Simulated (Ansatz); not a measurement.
I need a relaxation of cell and ions of NaHg3, space group Fm-3m. Use the Ansatz DFT code, driven from Python. Level of theory: PBEsol, PAW, cutoff 420 eV, 4×4×4 k-points, Fermi-Dirac smearing of 0.15 eV, D4 dispersion.

```yaml
crystal:
  lattice:
    - [0.00000, 3.66108, 3.66108]
    - [3.66108, 0.00000, 3.66108]
    - [3.66108, 3.66108, 0.00000]
  atoms:
    - { symbol: Na, position: [0.00000, 0.00000, 0.00000] }
    - { symbol: Hg, position: [0.25000, 0.25000, 0.25000] }
    - { symbol: Hg, position: [0.75000, 0.75000, 0.75000] }
    - { symbol: Hg, position: [0.50000, 0.50000, 0.50000] }
```

`run_vcrelax.py`
```python
"""Cell relaxation of NaHg3."""

import ansatz as az
import numpy as np

def edges_and_angles(cell):
    cell = np.asarray(cell)
    a, b, c = np.linalg.norm(cell, axis=1)
    cosines = cell[1] @ cell[2] / (b * c), cell[0] @ cell[2] / (a * c), cell[0] @ cell[1] / (a * b)
    return (a, b, c, *np.degrees(np.arccos(cosines)))


def main() -> None:
    crystal = (
        az.Lattice.of([0.0, 3.66108, 3.66108], [3.66108, 0.0, 3.66108], [3.66108, 3.66108, 0.0])
        .atom("Na", [0.0, 0.0, 0.0])
        .atom("Hg", [0.25, 0.25, 0.25])
        .atom("Hg", [0.75, 0.75, 0.75])
        .atom("Hg", [0.5, 0.5, 0.5])
    )

    # a pressure is positive in compression
    job = (
        crystal.calculation()
        .kpoints(spacing=0.38)  # the mesh must be finer for metals
        .basis(420)
        .functional("pbesol", dispersion="D4")
        .occupations("fermi_dirac", width=0.15)  # smearing steadies the SCF of a metal
        .relax(force_tolerance=0.1, max_steps=40, pressure=2)  # relax until the tolerances are met
    )
    steps = []


    def collect(event):
        if event["event"] == "relax_step":
            steps.append(event["data"])


    res = job.session().plan().execute(on_event=collect)
    data = res.report
    for s in steps:
        flag = "" if s["accepted"] else "  (rejected)"
        print("step %2d  E = %.5f eV  largest force component = %.4f eV/A%s" % (s["step"], s["lagrangian_ev"], s["allowed_force_max_ev_ang"], flag))

    first, last = steps[0], steps[-1]
    symbols = [site.symbol for site in res.lattice.sites]
    print(f"energy gained {first['lagrangian_ev'] - last['lagrangian_ev']:.4f} eV in {len(steps) - 1} steps")
    for label, vectors in (("before", first["cell_ang"]), ("after", res.lattice.cell_ang)):
        print(label, "a b c (A) {:.4f} {:.4f} {:.4f}  angles {:.2f} {:.2f} {:.2f}".format(*edges_and_angles(vectors)), f" V = {abs(np.linalg.det(vectors)):.3f} A^3")
    print("final stress xx yy zz (GPa, compression positive):", np.round(np.diag(data["stress_gpa"]), 3) + 0.0)

    print("atom   start x y z (A)              end x y z (A)")
    for symbol, a, b in zip(symbols, first["positions_ang"], last["positions_ang"]):
        print(f"{symbol:3s}", " ".join(f"{v:8.4f}" for v in a), "  ", " ".join(f"{v:8.4f}" for v in b))

    print("relaxed fractional positions")
    for site in res.lattice.sites:
        print(f"  {site.symbol:2s}", " ".join(f"{v % 1:8.5f}" for v in np.round(site.position_frac, 5)))

    print(f"free energy      {data['free_energy_ev']:.5f} eV")
    print(f"per atom         {data['free_energy_ev'] / len(res.lattice.sites):.5f} eV")
    print(f"SCF iterations   {data['n_iterations']}  (converged: {data['converged']})")


if __name__ == "__main__":
    main()
```

Running `python run_vcrelax.py` prints:
```text
step  1  E = -42481.23942 eV  largest force component = 0.0000 eV/A
step  2  E = -42481.32948 eV  largest force component = 0.0000 eV/A
step  3  E = -42481.26382 eV  largest force component = 0.0000 eV/A
step  4  E = -42481.30479 eV  largest force component = 0.0000 eV/A
step  5  E = -42481.30356 eV  largest force component = 0.0000 eV/A
step  6  E = -42481.30038 eV  largest force component = 0.0000 eV/A
energy gained 0.0610 eV in 5 steps
before a b c (A) 5.1775 5.1775 5.1775  angles 60.00 60.00 60.00  V = 98.143 A^3
after a b c (A) 4.8959 4.8959 4.8959  angles 60.00 60.00 60.00  V = 82.983 A^3
final stress xx yy zz (GPa, compression positive): [1.992 1.992 1.992]
atom   start x y z (A)              end x y z (A)
Na    0.0000   0.0000   0.0000     -0.0000   0.0000  -0.0000
Hg    1.8305   1.8305   1.8305      1.7310   1.7310   1.7310
Hg    5.4916   5.4916   5.4916      5.1929   5.1929   5.1929
Hg    3.6611   3.6611   3.6611      3.4619   3.4619   3.4619
relaxed fractional positions
  Na  0.00000  0.00000  0.00000
  Hg  0.25000  0.25000  0.25000
  Hg  0.75000  0.75000  0.75000
  Hg  0.50000  0.50000  0.50000
free energy      -42481.30038 eV
per atom         -10620.32510 eV
SCF iterations   7  (converged: True)
```

What to keep in mind:
- These settings explore the input space; cutoff and mesh may be short of convergence.
- Forces vanish by symmetry, so the ions can't move, and the end may be a saddle.
- Part of the cell is held or a pressure is applied, so the end point needn't be the zero-pressure lattice.
- At a fixed pressure a relaxation lowers the enthalpy F + PV, while F alone can rise.
- Dispersion corrections can be off by several per cent in the lattices of metals, and by several GPa in the pressure at a fixed cell.
- For a metal this k-point mesh is coarse: on a finer one energies can move by several to tens of meV an atom and pressures by half a GPa or more, differences at one mesh by less.
- Energies along a relaxation are free energies. Rows at an unchanged volume are solved on a plane-wave basis chosen afresh for that cell, so the energy jumps there and such rows are no steps of the walk.
- The smearing is wide enough that free energy and stress hold a thermal part of the electrons.
- Edges and angles are those of the cell as typed, here a primitive one, not of the conventional cell.
- Symmetry holds the cell in this phase, whether or not it is the stable one at this pressure.
- Spin-orbit coupling, which matters for elements this heavy, is left out.
- The structure comes from a database of computed cells and needn't be a stable or known phase.
- Hardware and time: 12 s on 1 thread of Arm Neoverse V1, on a shared host, peak memory 0.42 GiB.

(A comment or docstring line of the script was reworded after the run, the code is as it ran; lines on the test bed's own set-up are left out of the output.)
